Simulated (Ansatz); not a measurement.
**CH₆NPSi: a ladder of functionals and wavefunction methods**

The task here is to estimate one member of a computed series from the others.

Program: Ansatz 0.2.0, Gaussian basis. Level of theory: functionals in def2-TZVPP, the program's frozen cores in correlated methods. These are calculated values, not measurements.

Plan: LDA (SPW92), PBE-D4, revPBE-D4, BLYP-D4, r2SCAN-D4, B97M-V, PBE0-D4, B3LYP-D4, r2SCANh-D4, r2SCAN0-D4, HSE06-D4, BHLYP-D4, CAM-B3LYP-D4, LC-ωPBE, ωB97X-V, ωB97M-V, B2PLYP, PBE-QIDH; CCSD(T)/def2-SVP; CCSD(T)/def2-TZVPP; MP2/def2-QZVPP; extrapolation to the limit; RPA on PBE.

**The geometry**

All runs share one geometry, relaxed beforehand with PBE0-D4 in a triple-zeta def2 set.

SMILES `C1NP[SiH2]1`, 10 atoms, charge 0, spin multiplicity 1.

Atoms are counted from 1 here; the program's logs count them from 0.

Bond lengths: C1–N2 1.466 Å, C1–Si4 1.900 Å, C1–H5 1.094 Å, C1–H6 1.100 Å, N2–P3 1.737 Å, N2–H7 1.012 Å, P3–Si4 2.263 Å, P3–H8 1.446 Å, Si4–H9 1.486 Å, Si4–H10 1.487 Å. Angles: N2–C1–Si4 91.6°, N2–C1–H5 113.0°, N2–C1–H6 113.5°, Si4–C1–H5 118.7°, Si4–C1–H6 110.6°, H5–C1–H6 108.8°, C1–N2–P3 108.8°, C1–N2–H7 117.6°, P3–N2–H7 119.0°, N2–P3–Si4 73.5°, N2–P3–H8 101.5°, Si4–P3–H8 89.9°, C1–Si4–P3 77.1°, C1–Si4–H9 113.6°, C1–Si4–H10 118.5°, P3–Si4–H9 114.1°, P3–Si4–H10 120.8°, H9–Si4–H10 109.6°.

As a file:

```
C    -0.51887    0.75367   -0.28027
N     0.38871    0.86721    0.86523
P     0.97388   -0.71598    1.27586
Si    0.38227   -0.79731   -0.90738
H    -0.52593    1.64735   -0.91069
H    -1.55423    0.51242    0.00359
H     0.12652    1.50054    1.60910
H    -0.25305   -1.39361    1.63148
H     1.49312   -0.49989   -1.84811
H    -0.42922   -1.92552   -1.43580
```

Set-up of the first run:

Input file in.yaml:

```yaml
crystal:
  periodic: [false, false, false]
  atoms:
    - {symbol: C, position_ang: [-0.518867, 0.753665, -0.280266]}
    - {symbol: N, position_ang: [0.388714, 0.867215, 0.865229]}
    - {symbol: P, position_ang: [0.973882, -0.715978, 1.275863]}
    - {symbol: Si, position_ang: [0.382274, -0.797308, -0.907383]}
    - {symbol: H, position_ang: [-0.525930, 1.647348, -0.910694]}
    - {symbol: H, position_ang: [-1.554234, 0.512422, 0.003585]}
    - {symbol: H, position_ang: [0.126517, 1.500544, 1.609101]}
    - {symbol: H, position_ang: [-0.253054, -1.393608, 1.631476]}
    - {symbol: H, position_ang: [1.493120, -0.499886, -1.848109]}
    - {symbol: H, position_ang: [-0.429222, -1.925515, -1.435801]}
basis:
  gaussian: {orbitals: def2-TZVPP}
hamiltonian: {xc: lda}
output: {orbitals: {seedname: orbitals}}
```

Started as:

```
$ ansatz run in.yaml --threads 2 --pin off --events-out ev --progress --plain --max-ram 4352MiB
```

Steps of the session up to this table: LDA; PBE-D4 (GGA); revPBE-D4 (GGA); BLYP-D4 (GGA); r2SCAN-D4 (meta-GGA); B97M-V (meta-GGA); PBE0-D4 (hybrid); B3LYP-D4 (hybrid); r2SCANh-D4 (hybrid); r2SCAN0-D4 (hybrid); HSE06-D4 (hybrid); BHLYP-D4 (hybrid); CAM-B3LYP-D4 (range-separated); LC-ωPBE (range-separated); ωB97X-V (range-separated); ωB97M-V (range-separated); B2PLYP (double hybrid); PBE-QIDH (double hybrid).

One table of the session follows, with a row left open; its other results are not shown here.

It belongs to the step «Orbital energies across the functionals». 

| functional | HOMO (eV) | gap (eV) |
| --- | --- | --- |
| LDA (SPW92) | -5.52 | 4.09 |
| PBE-D4 | -5.44 | 4.21 |
| revPBE-D4 | -5.40 | 4.25 |
| BLYP-D4 | -5.31 | 4.22 |
| r2SCAN-D4 | -5.68 | 4.73 |
| B97M-V | -5.84 | 4.79 |
| PBE0-D4 | -6.68 | 6.32 |
| B3LYP-D4 | -6.47 | 5.91 |
| r2SCANh-D4 | -6.14 | 5.51 |
| r2SCAN0-D4 | -6.84 | 6.65 |
| HSE06-D4 | -6.28 | 5.55 |
| BHLYP-D4 | -7.78 | 8.35 |
| CAM-B3LYP-D4 | -7.99 | 8.67 |
| LC-ωPBE | ? | ? |
| ωB97X-V | -8.99 | 10.68 |
| ωB97M-V | -8.87 | 10.28 |

Q: Estimate the row for LC-ωPBE from the others.

**Answer.** HOMO (eV): -9.31; gap (eV): 11.12. In the column «HOMO (eV)» it is the lowest.
